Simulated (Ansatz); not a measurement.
# FH₃OSi + HCl: a complex and its separated parts, part 1 of 2

The complex below is one end of an elementary step. How strongly is it bound against its free parts?

Method: PBE0-D4/def2-TZVP structures, single points in def2-TZVPP, no counterpoise correction; program: Ansatz 0.2.0, Gaussian basis.

Levels: SPW92, PBE-D4, BLYP-D4, r2SCAN-D4, B97M-V, PBE0-D4, B3LYP-D4, r2SCAN0-D4, BHLYP-D4, CAM-B3LYP-D4, wB97X-V, wB97M-V, B2PLYP, PBE-QIDH, RPA on PBE, Hartree-Fock, MP2, CCSD, CCSD(T).

Correlated methods freeze the cores. B3LYP uses VWN-RPA correlation. B2PLYP carries no dispersion term here.

94 further runs of the same task are left out: 94 set aside as unsound or not needed. Runs told in other sessions of the task aren't counted.

**1. The system as given**

The complex: 8 atoms, charge 0, spin multiplicity 1.

Atoms are counted from 1 here; the program's logs count them from 0.

Bond lengths: Si1–F2 1.611 Å, Si1–H3 1.480 Å, Si1–H4 1.474 Å, Si1–O5 1.624 Å, O5–H8 0.961 Å, H6–Cl7 1.286 Å. Angles: F2–Si1–H3 105.1°, F2–Si1–H4 107.9°, F2–Si1–O5 109.8°, H3–Si1–H4 113.8°, H3–Si1–O5 112.9°, H4–Si1–O5 107.1°, Si1–O5–H8 118.1°.

As a file:

```xyz
8

Si   -0.76704   -0.72727    0.14790
F     0.72290   -1.03257    0.68004
H    -0.77707   -1.18867   -1.25824
H    -1.71458   -1.44830    1.01619
O    -1.09186    0.85708    0.29677
H     2.04789    0.49717    0.00892
Cl    2.11886    1.56311   -0.70721
H    -0.53901    1.47934   -0.18438
```

Its parts: FH₃OSi holds atoms 1, 2, 3, 4, 5, 8; HCl holds atoms 6, 7. Each part counts its atoms afresh in its own runs.

**2. Relaxing FH₃OSi alone**

File relax-a/in.yaml:

```yaml
crystal:
  periodic: [false, false, false]
  atoms:
    - {symbol: Si, position_ang: [-0.767038, -0.727269, 0.147903]}
    - {symbol: F, position_ang: [0.722899, -1.032568, 0.680040]}
    - {symbol: H, position_ang: [-0.777065, -1.188670, -1.258238]}
    - {symbol: H, position_ang: [-1.714576, -1.448301, 1.016193]}
    - {symbol: O, position_ang: [-1.091860, 0.857085, 0.296767]}
    - {symbol: H, position_ang: [-0.539010, 1.479344, -0.184379]}
basis:
  gaussian: {orbitals: def2-TZVP}
hamiltonian: {xc: pbe0, dispersion: d4}
relax: {f_tol: 0.005, max_steps: 200}
```

Run with:

```sh
> ansatz run in.yaml --threads 4 --pin off --events-out ev --progress --plain --max-ram 9574MiB
```

Output, cut to the lines that bear on the results:

```text
Functional definition: PBE0
  name "PBE0"
  cite "Adamo & Barone, J. Chem. Phys. 110, 6158 (1999) doi:10.1063/1.478522"
  cite "Perdew, Burke & Ernzerhof, Phys. Rev. Lett. 77, 3865 (1996) doi:10.1103/PhysRevLett.77.3865"
  parent pbe
[...]
707 factors; their error is unknown
[...]
mean field -12687.62012809 eV, -466.2614397297 hartree, gradient 3.5e-5 eV, S^2 0.000000; 0 other end points of the search recorded, 0 dependent functions left out
[...]
reference -12687.62015227 eV, -466.2614406180 hartree; 17, 17 occupied and 100, 100 virtual orbitals, 707 factors
[...]
reference -12687.62919129 eV, -466.2617727961 hartree; 17, 17 occupied and 100, 100 virtual orbitals, 707 factors
Total energy: -12687.69070214 eV, -466.2640332781 hartree
Atom 0 at    -0.740259    -0.731718     0.164034 Å, force    -0.000346    -0.000166    -0.001167 eV/Å
Atom 1 at     0.722351    -1.084663     0.696895 Å, force     0.000091    -0.000120     0.000513 eV/Å
Atom 2 at    -0.767631    -1.148715    -1.257572 Å, force    -0.000182     0.000044     0.000425 eV/Å
Atom 3 at    -1.721109    -1.438076     1.008020 Å, force     0.000647     0.000683    -0.000153 eV/Å
Atom 4 at    -1.052765     0.858965     0.330123 Å, force    -0.000325    -0.000516     0.000419 eV/Å
Atom 5 at    -0.607238     1.483830    -0.243215 Å, force     0.000115     0.000075    -0.000037 eV/Å
Dipole moment:    -0.063461     0.160024    -0.291914 e Å
```

Wall time 7 s (4 threads of Arm Neoverse V1, shared host).

Along the way:

```tsv
step	energy from step 1 (eV)	largest force component (eV/Å)
1	0.0000	0.5572
2	-0.0044	0.3389
3	-0.0076	0.0871
4	-0.0082	0.0698
5	-0.0089	0.0219
6	-0.0090	0.0188
7	-0.0091	0.0012
```

Distances of close pairs at the start and the end, largest changes first:

```tsv
bond	before (Å)	after (Å)	change (Å)
Si1–F2	1.611	1.596	-0.015
Si1–O5	1.624	1.630	+0.005
O5–H6	0.961	0.958	-0.003
Si1–H3	1.480	1.482	+0.002
Si1–H4	1.474	1.474	+0.001
```

**3. Relaxing HCl alone**

File relax-b/in.yaml:

```yaml
crystal:
  periodic: [false, false, false]
  atoms:
    - {symbol: H, position_ang: [2.047890, 0.497172, 0.008924]}
    - {symbol: Cl, position_ang: [2.118860, 1.563107, -0.707209]}
basis:
  gaussian: {orbitals: def2-TZVP}
hamiltonian: {xc: pbe0, dispersion: d4}
relax: {f_tol: 0.005, max_steps: 200}
```

Run with:

```sh
> ansatz run in.yaml --threads 4 --pin off --events-out ev --progress --plain --max-ram 9574MiB
```

Output, cut to the lines that bear on the results:

```text
[... 5 set-up lines as earlier in the session ...]
[...]
312 factors; their error is unknown
[...]
mean field -12535.31561320 eV, -460.6643520430 hartree, gradient 4.2e-5 eV, S^2 0.000000; 0 other end points of the search recorded, 0 dependent functions left out
[...]
reference -12535.31647376 eV, -460.6643836680 hartree; 9, 9 occupied and 34, 34 virtual orbitals, 312 factors
Total energy: -12535.32105164 eV, -460.6645519020 hartree
Atom 0 at     2.048091     0.500190     0.006896 Å, force    -0.000062    -0.000928     0.000624 eV/Å
Atom 1 at     2.118659     1.560089    -0.705181 Å, force     0.000062     0.000928    -0.000624 eV/Å
Dipole moment:    -0.014491    -0.217649     0.146224 e Å
```

It took 0.56 s on 4 threads of Arm Neoverse V1, shared host.

Relaxation path:

```tsv
step	energy from step 1 (eV)	largest force component (eV/Å)
1	0.0000	0.1907
2	-0.0007	0.0778
3	-0.0008	0.0009
```

The bond:

```tsv
bond	before (Å)	after (Å)	change (Å)
H1–Cl2	1.286	1.279	-0.007
```

**4. SPW92/def2-TZVPP**

File parta/in.yaml:

```yaml
crystal:
  periodic: [false, false, false]
  atoms:
    - {symbol: Si, position_ang: [-0.740259, -0.731718, 0.164034]}
    - {symbol: F, position_ang: [0.722351, -1.084663, 0.696895]}
    - {symbol: H, position_ang: [-0.767631, -1.148715, -1.257572]}
    - {symbol: H, position_ang: [-1.721109, -1.438076, 1.008020]}
    - {symbol: O, position_ang: [-1.052765, 0.858965, 0.330123]}
    - {symbol: H, position_ang: [-0.607238, 1.483830, -0.243215]}
basis:
  gaussian: {orbitals: def2-TZVPP}
hamiltonian: {xc: lda}
```

File partb/in.yaml:

```yaml
crystal:
  periodic: [false, false, false]
  atoms:
    - {symbol: H, position_ang: [2.048091, 0.500190, 0.006896]}
    - {symbol: Cl, position_ang: [2.118659, 1.560089, -0.705181]}
basis:
  gaussian: {orbitals: def2-TZVPP}
hamiltonian: {xc: lda}
```

One command serves all of them, each in its own folder.

Run with:

```sh
> ansatz run in.yaml --threads 4 --pin off --events-out ev --progress --plain --max-ram 9574MiB
```

parta printed, cut to the lines that bear on the results:

```text
Functional definition: SPW92
  name "SPW92"
  cite "Dirac, Proc. Camb. Phil. Soc. 26, 376 (1930) doi:10.1017/S0305004100016108"
  cite "Slater, Phys. Rev. 81, 385 (1951) doi:10.1103/PhysRev.81.385"
  cite "Perdew & Wang, Phys. Rev. B 45, 13244 (1992) doi:10.1103/PhysRevB.45.13244"
[...]
772 factors; their error is unknown
[...]
mean field -12631.77458283 eV, -464.2091537947 hartree, gradient 3.4e-5 eV, S^2 0.000000; 0 other end points of the search recorded, 0 dependent functions left out
reference -12631.77461298 eV, -464.2091549026 hartree; 17, 17 occupied and 129, 129 virtual orbitals, 772 factors
Total energy: -12631.77461298 eV, -464.2091549026 hartree
```

partb printed, cut to the lines that bear on the results:

```text
[... 5 set-up lines as earlier in the session ...]
[...]
353 factors; their error is unknown
[...]
mean field -12498.56387023 eV, -459.3137504000 hartree, gradient 5.7e-5 eV, S^2 0.000000; 0 other end points of the search recorded, 0 dependent functions left out
reference -12498.56388964 eV, -459.3137511133 hartree; 9, 9 occupied and 47, 47 virtual orbitals, 353 factors
Total energy: -12498.56388964 eV, -459.3137511133 hartree
```

Times: 0.45 s (parta), 0.15 s (partb) on 4 threads of Arm Neoverse V1, shared host.

**5. PBE-D4/def2-TZVPP**

The same edit goes into each in.yaml of step 4 (parta, partb):

```diff
-hamiltonian: {xc: lda}
+hamiltonian: {xc: pbe, dispersion: d4}
```

Each run has its own folder and the same command.

Run with:

```sh
> ansatz run in.yaml --threads 4 --pin off --events-out ev --progress --plain --max-ram 9574MiB
```

parta printed, cut to the lines that bear on the results:

```text
Functional definition: PBE
  name "PBE"
[... 2 set-up lines as earlier in the session ...]
[...]
772 factors; their error is unknown
[...]
mean field -12686.83711378 eV, -466.2326644842 hartree, gradient 5.4e-5 eV, S^2 0.000000; 0 other end points of the search recorded, 0 dependent functions left out
reference -12686.83714638 eV, -466.2326656822 hartree; 17, 17 occupied and 129, 129 virtual orbitals, 772 factors
Total energy: -12686.91183771 eV, -466.2354105382 hartree
```

Output in partb, cut to the lines that bear on the results:

```text
[... 4 set-up lines as earlier in the session ...]
[...]
353 factors; their error is unknown
[...]
mean field -12534.30962367 eV, -460.6273826097 hartree, gradient 8.1e-5 eV, S^2 0.000000; 0 other end points of the search recorded, 0 dependent functions left out
reference -12534.30964458 eV, -460.6273833780 hartree; 9, 9 occupied and 47, 47 virtual orbitals, 353 factors
Total energy: -12534.31530571 eV, -460.6275914208 hartree
```

Times: 0.65 s (parta), 0.15 s (partb) on 4 threads of Arm Neoverse V1, shared host.

**6. BLYP-D4/def2-TZVPP**

Each input of step 5 (parta, partb) changes in the same lines:

```diff
-hamiltonian: {xc: pbe, dispersion: d4}
+hamiltonian: {xc: {name: BLYP}, dispersion: d4}
```

One command serves all of them, each in its own folder.

Run with:

```sh
> ansatz run in.yaml --threads 4 --pin off --events-out ev --progress --plain --max-ram 9574MiB
```

Output in parta, cut to the lines that bear on the results:

```text
Functional definition: BLYP
  name "BLYP"
  cite "Becke, Phys. Rev. A 38, 3098 (1988) doi:10.1103/PhysRevA.38.3098"
  cite "Lee, Yang & Parr, Phys. Rev. B 37, 785 (1988) doi:10.1103/PhysRevB.37.785"
[...]
772 factors; their error is unknown
[...]
mean field -12695.22450051 eV, -466.5408952616 hartree, gradient 2.3e-5 eV, S^2 0.000000; 0 other end points of the search recorded, 0 dependent functions left out
reference -12695.22477806 eV, -466.5409054614 hartree; 17, 17 occupied and 129, 129 virtual orbitals, 772 factors
Total energy: -12695.39581438 eV, -466.5471909300 hartree
```

Log of partb, cut to the lines that bear on the results:

```text
[... 4 set-up lines as earlier in the session ...]
[...]
353 factors; their error is unknown
[...]
mean field -12539.38859990 eV, -460.8140315436 hartree, gradient 4.5e-5 eV, S^2 0.000000; 0 other end points of the search recorded, 0 dependent functions left out
reference -12539.38880422 eV, -460.8140390523 hartree; 9, 9 occupied and 47, 47 virtual orbitals, 353 factors
Total energy: -12539.40229330 eV, -460.8145347665 hartree
```

They took 0.75 s (parta), 0.15 s (partb) on 4 threads of Arm Neoverse V1, shared host.

**7. r2SCAN-D4/def2-TZVPP**

Each input of step 6 (parta, partb) changes in the same lines:

```diff
-hamiltonian: {xc: {name: BLYP}, dispersion: d4}
+hamiltonian: {xc: r2scan, dispersion: d4}
```

Each run has its own folder and the same command.

Run with:

```sh
> ansatz run in.yaml --threads 4 --pin off --events-out ev --progress --plain --max-ram 9574MiB
```

parta printed, cut to the lines that bear on the results:

```text
Functional definition: r2SCAN
  name "r2SCAN"
  cite "Furness, Kaplan, Ning, Perdew & Sun, J. Phys. Chem. Lett. 11, 8208 (2020) doi:10.1021/acs.jpclett.0c02405"
  cite "Furness, Kaplan, Ning, Perdew & Sun, J. Phys. Chem. Lett. 11, 9248 (2020) doi:10.1021/acs.jpclett.0c03077"
  parent r2scan
[...]
772 factors; their error is unknown
[...]
mean field -12693.04795703 eV, -466.4609087641 hartree, gradient 2.7e-5 eV, S^2 0.000000; 0 other end points of the search recorded, 0 dependent functions left out
reference -12693.04796641 eV, -466.4609091088 hartree; 17, 17 occupied and 129, 129 virtual orbitals, 772 factors
Total energy: -12693.06487660 eV, -466.4615305467 hartree
```

partb printed, cut to the lines that bear on the results:

```text
[... 5 set-up lines as earlier in the session ...]
[...]
353 factors; their error is unknown
[...]
mean field -12538.62224983 eV, -460.7858686979 hartree, gradient 3.1e-5 eV, S^2 0.000000; 0 other end points of the search recorded, 0 dependent functions left out
reference -12538.62225516 eV, -460.7858688937 hartree; 9, 9 occupied and 47, 47 virtual orbitals, 353 factors
Total energy: -12538.62352110 eV, -460.7859154163 hartree
```

Wall times: 1.6 s (parta), 0.5 s (partb) on 4 threads of Arm Neoverse V1, shared host.

**8. B97M-V/def2-TZVPP**

Each input of step 7 (parta, partb) changes in the same lines:

```diff
-hamiltonian: {xc: r2scan, dispersion: d4}
+hamiltonian: {xc: {name: B97M-V}}
```

Each run has its own folder and the same command.

Run with:

```sh
> ansatz run in.yaml --threads 4 --pin off --events-out ev --progress --plain --max-ram 9574MiB
```

Log of parta, cut to the lines that bear on the results:

```text
Functional definition: B97M-V
  name "B97M-V"
  cite "Mardirossian & Head-Gordon, J. Chem. Phys. 142, 074111 (2015) doi:10.1063/1.4907719"
  cite "Becke, J. Chem. Phys. 107, 8554 (1997) doi:10.1063/1.475007"
  cite "Vydrov & Van Voorhis, J. Chem. Phys. 133, 244103 (2010) doi:10.1063/1.3521275"
  # Of w^i u^j: cxij and so on, Table III.
[...]
  gx(w, u) = cx00 + cx01*u + cx02*u^2 + (cx10 + cx11*u)*w
[...]
  gos(w, u) = cos00 + cos01*u + cos03*u^3 + cos10*w + cos32*w^3*u^2
[...]
      + integral(e_c_pw_mod_opposite_spin*gos(b97_w_opposite, b97_u_opposite)) + vv10(b, c)
772 factors; their error is unknown
[...]
mean field -12692.21276297 eV, -466.4302159485 hartree, gradient 3.8e-5 eV, S^2 0.000000; 0 other end points of the search recorded, 0 dependent functions left out
reference -12692.21281153 eV, -466.4302177329 hartree; 17, 17 occupied and 129, 129 virtual orbitals, 772 factors
Total energy: -12692.21281153 eV, -466.4302177329 hartree
```

Log of partb, cut to the lines that bear on the results:

```text
[... 5 set-up lines as earlier in the session ...]
  # Of w^i u^j: cxij and so on, Table III.
[...]
  gx(w, u) = cx00 + cx01*u + cx02*u^2 + (cx10 + cx11*u)*w
[...]
  gos(w, u) = cos00 + cos01*u + cos03*u^3 + cos10*w + cos32*w^3*u^2
[...]
      + integral(e_c_pw_mod_opposite_spin*gos(b97_w_opposite, b97_u_opposite)) + vv10(b, c)
353 factors; their error is unknown
[...]
mean field -12536.22648766 eV, -460.6978260619 hartree, gradient 1.2e-5 eV, S^2 0.000000; 0 other end points of the search recorded, 0 dependent functions left out
reference -12536.22651578 eV, -460.6978270955 hartree; 9, 9 occupied and 47, 47 virtual orbitals, 353 factors
Total energy: -12536.22651578 eV, -460.6978270955 hartree
```

Wall times: 2.6 s (parta), 0.5 s (partb) on 4 threads of Arm Neoverse V1, shared host.

**9. PBE0-D4/def2-TZVPP**

Each input of step 8 (parta, partb) changes in the same lines:

```diff
-hamiltonian: {xc: {name: B97M-V}}
+hamiltonian: {xc: pbe0, dispersion: d4}
+output: {orbitals: {seedname: orbitals}}
```

Each run has its own folder and the same command.

Run with:

```sh
> ansatz run in.yaml --threads 4 --pin off --events-out ev --progress --plain --max-ram 9574MiB
```

parta printed, cut to the lines that bear on the results:

```text
[... 5 set-up lines as earlier in the session ...]
[...]
775 factors; their error is unknown
[...]
mean field -12687.68467697 eV, -466.2638118572 hartree, gradient 7.5e-5 eV, S^2 0.000000; 0 other end points of the search recorded, 0 dependent functions left out
reference -12687.68470091 eV, -466.2638127370 hartree; 17, 17 occupied and 129, 129 virtual orbitals, 775 factors
Total energy: -12687.74621176 eV, -466.2660732190 hartree
```

Output in partb, cut to the lines that bear on the results:

```text
[... 5 set-up lines as earlier in the session ...]
[...]
384 factors; their error is unknown
[...]
mean field -12535.34597642 eV, -460.6654678708 hartree, gradient 3.7e-5 eV, S^2 0.000000; 0 other end points of the search recorded, 0 dependent functions left out
reference -12535.34599207 eV, -460.6654684457 hartree; 9, 9 occupied and 47, 47 virtual orbitals, 384 factors
Total energy: -12535.35056995 eV, -460.6656366798 hartree
```

They took 0.86 s (parta), 0.15 s (partb) on 4 threads of Arm Neoverse V1, shared host.

**10. B3LYP-D4/def2-TZVPP**

Each input of step 9 (parta, partb) changes in the same lines:

```diff
-hamiltonian: {xc: pbe0, dispersion: d4}
-output: {orbitals: {seedname: orbitals}}
+hamiltonian: {xc: {name: B3LYP}, dispersion: d4}
```

Each run has its own folder and the same command.

Run with:

```sh
> ansatz run in.yaml --threads 4 --pin off --events-out ev --progress --plain --max-ram 9574MiB
```

parta printed, cut to the lines that bear on the results:

```text
Functional definition: B3LYP
  name "B3LYP"
  cite "Stephens, Devlin, Chabalowski & Frisch, J. Phys. Chem. 98, 11623 (1994) doi:10.1021/j100096a001"
[... 2 set-up lines as earlier in the session ...]
  cite "Vosko, Wilk & Nusair, Can. J. Phys. 58, 1200 (1980) doi:10.1139/p80-159"
[...]
775 factors; their error is unknown
[...]
mean field -12696.59795913 eV, -466.5913689347 hartree, gradient 7.4e-5 eV, S^2 0.000000; 0 other end points of the search recorded, 0 dependent functions left out
reference -12696.59816369 eV, -466.5913764523 hartree; 17, 17 occupied and 129, 129 virtual orbitals, 775 factors
Total energy: -12696.71959318 eV, -466.5958389037 hartree
```

Log of partb, cut to the lines that bear on the results:

```text
[... 6 set-up lines as earlier in the session ...]
[...]
372 factors; their error is unknown
[...]
mean field -12539.99363138 eV, -460.8362660401 hartree, gradient 4.5e-5 eV, S^2 0.000000; 0 other end points of the search recorded, 0 dependent functions left out
reference -12539.99378343 eV, -460.8362716279 hartree; 9, 9 occupied and 47, 47 virtual orbitals, 372 factors
Total energy: -12540.00297000 eV, -460.8366092281 hartree
```

Times: 0.95 s (parta), 0.2 s (partb) on 4 threads of Arm Neoverse V1, shared host.

**11. r2SCAN0-D4/def2-TZVPP**

Each input of step 10 (parta, partb) changes in the same lines:

```diff
-hamiltonian: {xc: {name: B3LYP}, dispersion: d4}
+hamiltonian: {xc: {name: r2SCAN0}, dispersion: d4}
```

One command serves all of them, each in its own folder.

Run with:

```sh
> ansatz run in.yaml --threads 4 --pin off --events-out ev --progress --plain --max-ram 9574MiB
```

parta printed, cut to the lines that bear on the results:

```text
Functional definition: r2SCAN0
  name "r2SCAN0"
  cite "Bursch, Neugebauer, Ehlert & Grimme, J. Chem. Phys. 156, 134105 (2022) doi:10.1063/5.0086040"
[... 3 set-up lines as earlier in the session ...]
[...]
775 factors; their error is unknown
[...]
mean field -12692.29930959 eV, -466.4333964779 hartree, gradient 3.0e-5 eV, S^2 0.000000; 0 other end points of the search recorded, 0 dependent functions left out
reference -12692.29931698 eV, -466.4333967494 hartree; 17, 17 occupied and 129, 129 virtual orbitals, 775 factors
Total energy: -12692.31906067 eV, -466.4341223167 hartree
```

Log of partb, cut to the lines that bear on the results:

```text
[... 6 set-up lines as earlier in the session ...]
[...]
384 factors; their error is unknown
[...]
mean field -12538.53747769 eV, -460.7827533792 hartree, gradient 4.5e-6 eV, S^2 0.000000; 0 other end points of the search recorded, 0 dependent functions left out
reference -12538.53748195 eV, -460.7827535355 hartree; 9, 9 occupied and 47, 47 virtual orbitals, 384 factors
Total energy: -12538.53893546 eV, -460.7828069512 hartree
```

Wall times: 1.8 s (parta), 0.5 s (partb) on 4 threads of Arm Neoverse V1, shared host.

**12. BHLYP-D4/def2-TZVPP**

Each input of step 11 (parta, partb) changes in the same lines:

```diff
-hamiltonian: {xc: {name: r2SCAN0}, dispersion: d4}
+hamiltonian: {xc: {name: BHLYP}, dispersion: d4}
```

The same command starts each run, in its folder.

Run with:

```sh
> ansatz run in.yaml --threads 4 --pin off --events-out ev --progress --plain --max-ram 9574MiB
```

Log of parta, cut to the lines that bear on the results:

```text
Functional definition: BHLYP
  name "BHLYP"
  cite "Becke, J. Chem. Phys. 98, 1372 (1993) doi:10.1063/1.464304"
[... 2 set-up lines as earlier in the session ...]
[...]
839 factors; their error is unknown
[...]
mean field -12694.04886461 eV, -466.4976914389 hartree, gradient 3.5e-5 eV, S^2 0.000000; 0 other end points of the search recorded, 0 dependent functions left out
reference -12694.04900209 eV, -466.4976964913 hartree; 17, 17 occupied and 129, 129 virtual orbitals, 839 factors
Total energy: -12694.13663344 eV, -466.5009168839 hartree
```

Output in partb, cut to the lines that bear on the results:

```text
[... 5 set-up lines as earlier in the session ...]
[...]
403 factors; their error is unknown
[...]
mean field -12539.47116077 eV, -460.8170655994 hartree, gradient 2.7e-5 eV, S^2 0.000000; 0 other end points of the search recorded, 0 dependent functions left out
reference -12539.47126427 eV, -460.8170694029 hartree; 9, 9 occupied and 47, 47 virtual orbitals, 403 factors
Total energy: -12539.47731064 eV, -460.8172916032 hartree
```

They took 0.95 s (parta), 0.2 s (partb) on 4 threads of Arm Neoverse V1, shared host.

(Continued in part 2 of 2.)
